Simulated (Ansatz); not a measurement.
Runs of Ansatz 0.2.0 on WAu. Symmetry: F-43m, No. 216, cubic system. Conventional cell: a = 5.818 Å, b = 5.818 Å, c = 5.818 Å, α = 90.00°, β = 90.00°, γ = 90.00°. Around W (site symmetry -43m) lie 4 Au at 2.52 Å. Au (site symmetry -43m) has 4 W at 2.52 Å as nearest neighbours. The cell was built by a generator and needn't be a form met in nature.

```tsv
level	U	hubbard projectors	double counting	gap on the mesh (eV)	pressure (GPa)
LDA+U	Au d U = 2 eV, W d U = 2 eV	ortho-atomic (the default)	fll (the default)	none	-6.2
LDA+U	Au d U = 4 eV, W d U = 4 eV	ortho-atomic (the default)	fll (the default)	none	-1.4
LDA+U	Au d U = 5 eV, W d U = 5 eV	ortho-atomic (the default)	fll (the default)	none	8.0
LDA	-	-	-	none	-7.6
LDA+U	Au d U = 8 eV, W d U = 8 eV	ortho-atomic (the default)	fll (the default)	none	(a)
LDA+U	Au d U = 3 eV, W d U = 3 eV	ortho-atomic (the default)	fll (the default)	none	-5.1
LDA+U	Au d U = 6 eV, W d U = 6 eV	ortho-atomic (the default)	fll (the default)	none	(b)
```

Alike in all rows: task single point; potentials or basis Ansatz PAW; no spin polarisation; cell as given; k mesh 8 × 8 × 8; cutoff (eV) 420; smearing fermi-dirac 0.05 eV.

Estimate the missing entries.

(a) 22.2; (b) 12.9.

Caveats: the PAW data sets come from PBE, with cores solved anew for the run's functional, which leaves a small shift of forces and pressure; U without spin polarisation on a metal has little footing (some runs); the U is typed as a test and isn't derived for this compound (some runs).

A k mesh can miss the band edges, and the runs leave out spin-orbit coupling on Au, W.

A gap of «none» marks a metal or a gap under the smearing width.

Runs at the PBE level aren't shown here.
